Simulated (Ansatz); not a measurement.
Here is an Ansatz 0.2.0 calculation.

The input input.yaml:

```yaml
crystal:
  lattice:
    - [0.0, 2.31, 2.31]
    - [2.31, 0.0, 2.31]
    - [2.31, 2.31, 0.0]
  atoms:
    - { symbol: Hf, position: [0.5, 0.5, 0.5] }
    - { symbol: B, position: [0.0, 0.0, 0.0] }
hamiltonian:
  xc: pbe
  pseudopotentials: { kind: paw }
kpoints:
  mp_grid: { grid: [10, 10, 10] }
  band_path:
    path:
      - [[0.0, 0.0, 0.0], [0.5, 0.0, 0.5], [0.5, 0.25, 0.75], [0.375, 0.375, 0.75], [0.0, 0.0, 0.0], [0.5, 0.5, 0.5], [0.625, 0.25, 0.625], [0.5, 0.25, 0.75], [0.5, 0.5, 0.5], [0.375, 0.375, 0.75]]
      - [[0.625, 0.25, 0.625], [0.5, 0.0, 0.5]]
    npoints: 14
scf:
  occupations: { method: fermi_dirac, width: 0.05 }
  n_extra_bands: 6
output:
  forces: true
  stress: true
  eigenvalues: true
  fatbands: false
```

Potentials or basis: Ansatz PAW.

The run is started by

```console
$ ansatz run input.yaml --threads 2 --pin off --max-ram 5632MiB --backend cpu --events-out ev --progress --plain --runs-dir out
```

**Question.** What does it give for the pressure?

**Answer.** 29.6 GPa.

**Question.** Predict the band gap on the k mesh.

**Answer.** None (metal or under the smearing width).

Levels at the corners of the path, in eV from the Fermi level:
```csv
point,band 13,band 14,band 15,band 16,band 17,band 18
Γ,2.18,2.18,2.18,4.04,4.04,4.04
X,-1.11,-0.92,2.42,2.42,6.22,7.88
W,-1.32,-1.32,-1.27,5.53,5.53,7.89
K,-2.15,-1.19,0.30,3.14,6.84,8.00
Γ,2.18,2.18,2.18,4.04,4.04,4.04
L,-4.01,-1.38,-1.38,6.51,6.51,7.57
U,-2.15,-1.19,0.30,3.14,6.84,8.00
W,-1.32,-1.32,-1.27,5.53,5.53,7.89
L,-4.01,-1.38,-1.38,6.51,6.51,7.57
K,-2.15,-1.19,0.30,3.14,6.84,8.00
U,-2.15,-1.19,0.30,3.14,6.84,8.00
X,-1.11,-0.92,2.42,2.42,6.22,7.88
```

Caveat: a pressure of tens of GPa on the cell as given is suspect, and the run, the potentials or the cell itself is likely at fault; spin-orbit coupling is left out, which moves the levels of the heavy elements.
